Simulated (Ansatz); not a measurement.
# CH5NOSSi: a ladder of functionals and wavefunction methods

The task here is to estimate one member of a computed series from the others.

Computed with Ansatz 0.2.0, Gaussian basis. Level: functionals in def2-TZVPP, the program's frozen cores in correlated methods.

Levels to be run: PBE-D4, r2SCAN-D4, PBE0-D4, B3LYP-D4, ωB97X-V, ωB97M-V, B2PLYP; CCSD(T)/def2-TZVPP; MP2/def2-QZVPP; extrapolation to the limit.

## The relaxed structure

All runs share one geometry, relaxed beforehand with PBE0-D4 in a triple-zeta def2 set.

SMILES `O[SiH]1NCS1`, 10 atoms, charge 0, spin multiplicity 1.

Atoms are counted from 1 here; the program's logs count them from 0.

Bond lengths: O1–Si2 1.634 Å, O1–H6 0.960 Å, Si2–N3 1.709 Å, Si2–S5 2.135 Å, Si2–H7 1.479 Å, N3–C4 1.451 Å, N3–H8 1.005 Å, C4–S5 1.845 Å, C4–H9 1.094 Å, C4–H10 1.093 Å. Angles: Si2–O1–H6 116.2°, O1–Si2–N3 118.4°, O1–Si2–S5 118.5°, O1–Si2–H7 101.8°, N3–Si2–S5 82.1°, N3–Si2–H7 118.5°, S5–Si2–H7 118.3°, Si2–N3–C4 101.4°, Si2–N3–H8 134.6°, C4–N3–H8 119.7°, N3–C4–S5 100.4°, N3–C4–H9 113.8°, N3–C4–H10 113.8°, S5–C4–H9 109.8°, S5–C4–H10 109.1°, H9–C4–H10 109.6°, Si2–S5–C4 75.7°.

Set-up of the first run:

in.yaml reads:

```yaml
crystal:
  periodic: [false, false, false]
  atoms:
    - {symbol: O, position_ang: [0.121489, -0.040113, 2.350543]}
    - {symbol: Si, position_ang: [0.693734, -0.035566, 0.820263]}
    - {symbol: N, position_ang: [-0.245108, -0.777801, -0.400143]}
    - {symbol: C, position_ang: [-0.421675, 0.318130, -1.334182]}
    - {symbol: S, position_ang: [0.360148, 1.694134, -0.385520]}
    - {symbol: H, position_ang: [-0.780825, 0.267148, 2.466275]}
    - {symbol: H, position_ang: [2.085504, -0.494859, 1.015518]}
    - {symbol: H, position_ang: [-0.376653, -1.724302, -0.712754]}
    - {symbol: H, position_ang: [-1.468876, 0.557676, -1.540073]}
    - {symbol: H, position_ang: [0.115359, 0.184252, -2.276926]}
basis:
  gaussian: {orbitals: def2-TZVPP}
hamiltonian: {xc: pbe, dispersion: d4}
output: {forces: true, orbitals: {seedname: orbitals}}
```

On the command line:

```sh
$ ansatz run in.yaml --threads 4 --pin off --events-out ev --progress --plain --max-ram 10444MiB
```

Steps of the session up to this table: PBE-D4 (GGA); r2SCAN-D4 (meta-GGA); PBE0-D4 (hybrid); B3LYP-D4 (hybrid); ωB97X-V (range-separated); ωB97M-V (range-separated); B2PLYP (double hybrid); CCSD(T) in def2-TZVPP; MP2 in def2-QZVPP.

One table of the session follows, with a row left open; its other results are not shown here.

| method | atomisation energy (kcal/mol) |
| --- | --- |
| PBE-D4 | 912.2 |
| r2SCAN-D4 | 892.9 |
| PBE0-D4 | 892.9 |
| B3LYP-D4 | 889.5 |
| ωB97X-V | 898.8 |
| ωB97M-V | 898.7 |
| B2PLYP | 880.0 |
| HF/def2-TZVPP | ? |
| MP2/def2-TZVPP | 884.5 |
| CCSD/def2-TZVPP | 847.4 |
| CCSD(T)/def2-TZVPP | 863.7 |
| MP2/CBS | 915.2 |
| CCSD(T)/CBS | 894.4 |

Q: Estimate the row for HF/def2-TZVPP from the others.

**Answer.** atomisation energy (kcal/mol): 614.8. In the column «atomisation energy (kcal/mol)» it is the lowest.

Caveats from the session: Free atoms (1 O, 1 Si, 1 N, 1 C, 1 S, 5 H) were run apart at each level; the atomisation energy is their sum less the molecule, without zero-point or spin-orbit terms.
